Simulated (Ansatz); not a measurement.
# Ge13H7: the cost of one run

Program: Ansatz 0.2.0. Level of theory: DFT PBE, scalar-relativistic, plane waves, PAW. These are calculated values, not measurements.

## 1. The starting structure

The cell holds 20 atoms (Ge13H7): a = 6.896 Å, b = 7.144 Å, c = 7.209 Å, α = 89.82°, β = 88.17°, γ = 85.76°.

It is the last frame of an earlier stage of the same melt, run at 1200 K.

Coordinates:

```cif
data_structure
_symmetry_space_group_name_H-M 'P 1'
_symmetry_Int_Tables_number 1
_cell_length_a 6.8964
_cell_length_b 7.1437
_cell_length_c 7.2088
_cell_angle_alpha 89.819
_cell_angle_beta 88.172
_cell_angle_gamma 85.762
_cell_volume 354.00
loop_
_atom_site_label
_atom_site_type_symbol
_atom_site_fract_x
_atom_site_fract_y
_atom_site_fract_z
_atom_site_occupancy
H1 H 0.25987 0.46078 0.87225 1
H2 H 0.34370 0.93259 0.29930 1
H3 H 0.86233 0.05393 0.16311 1
H4 H 0.56325 0.87091 0.96987 1
H5 H 0.36657 0.69095 0.80159 1
H6 H 0.15068 0.99373 0.68285 1
H7 H 0.90958 0.05326 0.06323 1
Ge1 Ge 0.10605 0.30097 0.95732 1
Ge2 Ge 0.49302 0.11899 0.97712 1
Ge3 Ge 0.07650 0.32393 0.59036 1
Ge4 Ge 0.98037 0.44165 0.31778 1
Ge5 Ge 0.53435 0.75442 0.35439 1
Ge6 Ge 0.81764 0.82636 0.73484 1
Ge7 Ge 0.67081 0.54739 0.93462 1
Ge8 Ge 0.23477 0.80239 0.12541 1
Ge9 Ge 0.66508 0.28224 0.32743 1
Ge10 Ge 0.99405 0.95054 0.39091 1
Ge11 Ge 0.46115 0.32470 0.68276 1
Ge12 Ge 0.39439 0.46448 0.19176 1
Ge13 Ge 0.29227 0.78835 0.60540 1
```

## 2. Stage at 300 K

One k point, a Fermi-Dirac width of 0.050 eV and a fixed cell.

The input, input.yaml:

```yaml
crystal:
  lattice:
    - [6.890634, 0.25941, 0.112314]
    - [0.25941, 7.138995, 0.009288]
    - [0.112314, 0.009288, 7.207955]
  atoms:
    - { symbol: H, position: [0.259866394, 0.460780108, 0.8722530221] }
    - { symbol: H, position: [0.3436967404, 0.9325875955, 0.2993036491] }
    - { symbol: H, position: [0.8623323542, 0.0539322988, 0.1631115014] }
    - { symbol: H, position: [0.5632518743, 0.8709131987, 0.9698733991] }
    - { symbol: H, position: [0.3665740762, 0.6909537662, 0.8015887336] }
    - { symbol: H, position: [0.1506779302, 0.993733667, 0.6828520246] }
    - { symbol: H, position: [0.9095779408, 0.0532593277, 0.0632312401] }
    - { symbol: Ge, position: [0.1060525981, 0.3009734552, 0.9573161979] }
    - { symbol: Ge, position: [0.4930165558, 0.1189883178, 0.9771243141] }
    - { symbol: Ge, position: [0.076499318, 0.3239270639, 0.5903562782] }
    - { symbol: Ge, position: [0.9803740243, 0.4416464649, 0.3177804101] }
    - { symbol: Ge, position: [0.5343455832, 0.754421884, 0.3543924233] }
    - { symbol: Ge, position: [0.8176421289, 0.8263638096, 0.7348362693] }
    - { symbol: Ge, position: [0.6708093384, 0.5473896642, 0.9346230614] }
    - { symbol: Ge, position: [0.2347663584, 0.8023895781, 0.1254097697] }
    - { symbol: Ge, position: [0.6650835073, 0.2822382045, 0.3274272173] }
    - { symbol: Ge, position: [0.9940518408, 0.9505428492, 0.3909108691] }
    - { symbol: Ge, position: [0.4611483026, 0.3247042958, 0.6827620791] }
    - { symbol: Ge, position: [0.3943869768, 0.4644838817, 0.1917635991] }
    - { symbol: Ge, position: [0.2922676018, 0.7883537193, 0.6054042206] }
  symmetry: { detect: false }
basis:
  ecutwfc: 420
  xc_grid: 1
kpoints:
  mp_grid: { grid: [1, 1, 1], shift: [0.25, 0.25, 0.25] }
hamiltonian:
  xc: pbe
scf:
  occupations: { method: fermi_dirac, width: 0.05 }
  lower_state_search: "off"
  convergence: { dr2_threshold: 1.0e-05 }
output:
  forces: true
  stress: true
md:
  timestep: 0.75
  n_steps: 221
  ensemble: nvt_langevin
  friction: 0.03
  temperature: 300.0
  initial_velocities: maxwell_boltzmann
  seed: 53587
```

Started as:

```sh
ansatz run input.yaml --threads 2 --pin off --max-ram 5120MiB --backend cpu --events-out ev --progress --plain --runs-dir out
```

What time and memory should one allow on 2 threads of Arm Neoverse V2, shared host?

About 5.2 min, with a peak of 0.52 GiB.
